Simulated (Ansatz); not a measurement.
# Al: the cost of one run

Computed with Ansatz 0.2.0 (DFT PBE, scalar-relativistic, plane waves, PAW, unless a step's input says otherwise).

## (1) Starting point

It takes space group Fm-3m (No. 225, cubic). Conventional cell: a = 4.050 Å, b = 4.050 Å, c = 4.050 Å, α = 90.00°, β = 90.00°, γ = 90.00°. Al (site symmetry m-3m) is surrounded by 12 Al at 2.86 Å.

Coordinates:

```
CELL_PARAMETERS angstrom
0.00000 2.02500 2.02500
2.02500 0.00000 2.02500
2.02500 2.02500 0.00000
ATOMIC_POSITIONS crystal
Al 0.00000 0.00000 0.00000
```

## (2) Relaxing cell and atoms: Al, no spin

Input file input.yaml:

```yaml
crystal:
  lattice:
    - [0.0, 2.025, 2.025]
    - [2.025, 0.0, 2.025]
    - [2.025, 2.025, 0.0]
  atoms:
    - { symbol: Al, position: [0.0, 0.0, 0.0] }
scf:
  occupations: { method: gaussian, width: 0.1 }
output:
  forces: true
  stress: true
  eigenvalues: true
hamiltonian:
  xc: pbe
kpoints:
  mp_grid: { grid: [40, 40, 40] }
relax:
  f_tol: 0.005
  max_steps: 40
  cell: { stress_tol: 0.02 }
```

Started as:

```bash
ansatz run input.yaml --threads 4 --pin off --max-ram 12288MiB --backend cpu --events-out ev --progress --plain --runs-dir out
```

Q: Estimate wall time and peak memory on 4 threads of Intel Xeon Platinum 8259CL at 2.50GHz (Skylake/Cascade Lake), shared host.

About 15 s, with a peak of 0.65 GiB.
